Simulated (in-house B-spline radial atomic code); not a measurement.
**Ce¹¹⁺: excited configurations**

Wanted: excitation energies of Ce¹¹⁺ as differences of total energies (ΔSCF).

Method: non-relativistic Hartree-Fock, average of configuration, point nucleus, basis-set limit. Code: in-house B-spline radial atomic code version 1.

### 1 The system

- element: cerium (Z = 58)
- charge: +11
- electrons: 47
- configuration: [Kr] 4d10 5s1
- Hamiltonian: non-relativistic
- nucleus: point

The outer shells:

[Kr] 4d10 5s1
```
[Kr] core
4d [↑↓][↑↓][↑↓][↑↓][↑↓]
5s [↑ ]
```

The boxes draw the filling by Hund's rule, which heavy ions in jj coupling don't follow; these runs average over all states of the configuration.

Settings of the run:

```ini
Z = 58
electrons = 47.0
configuration = [Kr] 4d10 5s1
hamiltonian = nr
method = hf
spin_polarised = False
```

From the earlier run of the reference: total energy -8536.118563 hartree. Levels, eight at most:

```csv
orbital,occupation,energy (eV),<r> (bohr)
2p,6,-5960.34,0.09534
3s,2,-1536.02,0.2919
3p,6,-1385.61,0.2822
3d,10,-1109.38,0.2532
4s,2,-460.81,0.6598
4p,6,-401.59,0.6781
4d,10,-296.30,0.7191
5s,1,-183.84,1.375
```

### 2 [Ar] 3d9 4s2 4p6 4d9 5s1 7d2

Settings of the run:

```ini
Z = 58
electrons = 47.0
configuration = [Ar] 3d9 4s2 4p6 4d9 5s1 7d2
hamiltonian = nr
method = hf
spin_polarised = False
```

Command:

```sh
$ python run_scf.py task.json out
```

task.json lists these runs, among others, and the program works through them in turn.

### 3 Configuration [Kr] 4d8 5s1 5d1 7p1

Settings of the run:

```ini
Z = 58
electrons = 47.0
configuration = [Kr] 4d8 5s1 5d1 7p1
hamiltonian = nr
method = hf
spin_polarised = False
```

Before running: How far above the reference does each configuration lie (order and size, in eV)?

**Answer**, as computed:

| net move | configuration | energy above the reference (eV) | largest <r> (bohr) |
| --- | --- | --- | --- |
| 2×4d → 5d, 7p | [Kr] 4d8 5s1 5d1 7p1 | 397.60 | 3.67 |
| 3d, 4d → 2×7d | [Ar] 3d9 4s2 4p6 4d9 5s1 7d2 | 1297.72 | 3.90 |

What this shows: The energies run from 397.60 eV (2×4d → 5d, 7p) to 1297.72 eV (3d, 4d → 2×7d). 2 of them lie more than 2 % above the ionisation threshold that Koopmans' theorem gives (183.84 eV), where such states can decay by emitting an electron. Two partly filled shells share a symmetry and can mix in the average, which may lower the energy, for: 2×4d → 5d, 7p; 3d, 4d → 2×7d. These are averages over configurations, without correlation, not spectroscopic levels.
